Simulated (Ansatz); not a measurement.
# SnSe5: the cost of one run

Computed with Ansatz 0.2.0 (DFT PBE, scalar-relativistic, plane waves, PAW, unless a step's input says otherwise).

## Step 1: The structure to begin with

Symmetry: P6/mmm, No. 191, hexagonal system. The conventional cell has a = 5.192 Å, b = 5.192 Å, c = 7.211 Å, α = 90.00°, β = 90.00°, γ = 120.00°. Sn (site symmetry 6/mmm) has 14 Se at 3.26 to 3.61 Å in its first shell of neighbours. Se (site symmetry 3m) has 4 Se at 2.58 to 3.00 Å and 3 Sn at 3.26 Å in its first shell of neighbours. Around Se (site symmetry 6/mmm) lie 2 Sn at 3.61 Å.

As a file:

```xyz
6
Lattice="5.1918 0.0000 0.0000 -2.5959 4.4963 0.0000 0.0000 0.0000 7.2114" Properties=species:S:1:pos:R:3 pbc="T T T"
Sn    0.0000    0.0000    0.0000
Se    0.0000    2.9975    1.2898
Se    2.5959    1.4988    1.2898
Se    2.5959    1.4988    5.9216
Se    0.0000    2.9975    5.9216
Se    0.0000    0.0000    3.6057
```

The cell is invented: random cell by space group and Wyckoff sites (P6/mmm, No. 191). Its size is a rough estimate.

## Step 2: The guess as it stands, on a coarse mesh

Input file input.yaml:

```yaml
crystal:
  lattice:
    - [5.19184308, 0.0, 0.0]
    - [-2.59592154, 4.496268, 0.0]
    - [0.0, 0.0, 7.21141605]
  atoms:
    - { symbol: Sn, position: [0.0, 0.0, 0.0] }
    - { symbol: Se, position: [0.33333333, 0.66666667, 0.17885525] }
    - { symbol: Se, position: [0.66666667, 0.33333333, 0.17885525] }
    - { symbol: Se, position: [0.66666667, 0.33333333, 0.82114475] }
    - { symbol: Se, position: [0.33333333, 0.66666667, 0.82114475] }
    - { symbol: Se, position: [0.0, 0.0, 0.5] }
basis:
  ecutwfc: 420
kpoints:
  mp_grid: { grid: [6, 6, 4] }
hamiltonian:
  xc: pbe
scf:
  occupations: { method: gaussian, width: 0.1 }
  lower_state_search: "off"
output:
  forces: true
  stress: true
  eigenvalues: true
```

On the command line:

```bash
$ ansatz run input.yaml --threads 1 --pin off --max-ram 2560MiB --backend cpu --events-out ev --progress --plain --runs-dir out
```

What time and memory should one allow on 1 thread of Intel Xeon Platinum 8488C (Sapphire Rapids), shared host?

About 7 s, with a peak of 0.54 GiB.
